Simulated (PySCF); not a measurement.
# C2H6Cd (CdMe2): the cost of one run

Computed with PySCF 2.14.0 and routines of our own; the level stands in each step. Atoms count from 0.

## Step 1: The starting structure

9 atoms, charge 0, multiplicity 1; geometry from: GFN2-xTB.

## Step 2: Optimising the geometry at PBE0-D3(BJ)/def2-SVP

Job settings and geometry (Å):

```
{"job": {"xc": "PBE0", "basis": "def2-SVP", "d3": "d3bj", "grid": 1, "maxiter": 30, "shake": 0.03, "kind": "geom"}, "charge": 0, "multiplicity": 1}
Cd     0.084430    -0.058740     0.012410
C     -0.019390    -0.027960     2.206140
H     -0.498590     0.894780     2.586890
H      1.105030    -0.103280     2.607170
H     -0.601300    -0.875520     2.547490
C     -0.006640     0.031160    -2.219610
H     -0.989550     0.009830    -2.589170
H      0.554500    -0.851140    -2.620550
H      0.504250     0.911440    -2.556420
```

Command:

```bash
> OMP_NUM_THREADS=1 python heavy_run.py task.json out
```

This one command runs all jobs of the session in turn.

Q: Estimate the wall time and peak memory of this first job on 1 thread of Arm Neoverse V2, shared host.

About 13 s, with a peak of 0.36 GiB.
